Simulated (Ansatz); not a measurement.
**C2H6SSi: small, medium and large basis sets**

An exercise on one series of results from a longer session: the logs are not shown, and one member is left open.

The runs use Ansatz 0.2.0, Gaussian basis; one geometry, several basis sets.

Levels to be run: PBE0-D4/def2-SVP; ωB97M-V/def2-SVP; PBE0-D4/def2-QZVPP; ωB97M-V/def2-QZVPP; the functionals' def2-TZVPP values are taken from earlier runs.

### Structure used throughout

An earlier PBE0-D4 in a triple-zeta def2 set relaxation fixed the geometry.

SMILES `C=CS[SiH3]`, 10 atoms, charge 0, spin multiplicity 1.

Atoms are counted from 1 here; the program's logs count them from 0.

Bond lengths: C1–C2 1.326 Å, C1–H5 1.084 Å, C1–H6 1.084 Å, C2–S3 1.761 Å, C2–H7 1.086 Å, S3–Si4 2.134 Å, Si4–H8 1.483 Å, Si4–H9 1.487 Å, Si4–H10 1.485 Å. Angles: C2–C1–H5 122.0°, C2–C1–H6 120.3°, H5–C1–H6 117.8°, C1–C2–S3 123.0°, C1–C2–H7 120.9°, S3–C2–H7 116.0°, C2–S3–Si4 99.3°, S3–Si4–H8 105.8°, S3–Si4–H9 109.5°, S3–Si4–H10 112.1°, H8–Si4–H9 110.7°, H8–Si4–H10 110.1°, H9–Si4–H10 108.7°.

The first run:

The input, in.yaml:

```yaml
crystal:
  periodic: [false, false, false]
  atoms:
    - {symbol: C, position_ang: [-0.195593, 2.194803, 0.281350]}
    - {symbol: C, position_ang: [-0.226297, 0.880223, 0.452177]}
    - {symbol: S, position_ang: [-1.058917, -0.210576, -0.651589]}
    - {symbol: Si, position_ang: [0.221307, -1.910451, -0.489378]}
    - {symbol: H, position_ang: [-0.634576, 2.671253, -0.587505]}
    - {symbol: H, position_ang: [0.268122, 2.831386, 1.025582]}
    - {symbol: H, position_ang: [0.218001, 0.421738, 1.331207]}
    - {symbol: H, position_ang: [-0.479957, -3.012288, -1.191129]}
    - {symbol: H, position_ang: [0.422814, -2.245211, 0.945070]}
    - {symbol: H, position_ang: [1.548196, -1.671973, -1.112785]}
basis:
  gaussian: {orbitals: def2-SVP}
hamiltonian: {xc: pbe0, dispersion: d4}
output: {orbitals: {seedname: orbitals}}
```

Steps of the session up to this table: PBE0-D4 in def2-SVP; ωB97M-V in def2-SVP; PBE0-D4 in def2-QZVPP; ωB97M-V in def2-QZVPP.

One table of the session follows, with a row left open; its other results are not shown here.

```
functional       basis  HOMO (eV)  LUMO (eV)
   PBE0-D4    def2-SVP      -6.69      -0.15
   PBE0-D4  def2-TZVPP      -6.76      -0.40
   PBE0-D4  def2-QZVPP      -6.78      -0.47
   ωB97M-V    def2-SVP      -8.76       2.01
   ωB97M-V  def2-TZVPP      -8.86       1.63
   ωB97M-V  def2-QZVPP          ?          ?
```

Q: Estimate the row for ωB97M-V, def2-QZVPP from the others.

As computed: HOMO (eV): -8.89; LUMO (eV): 1.41. In the column «HOMO (eV)» it is the lowest.
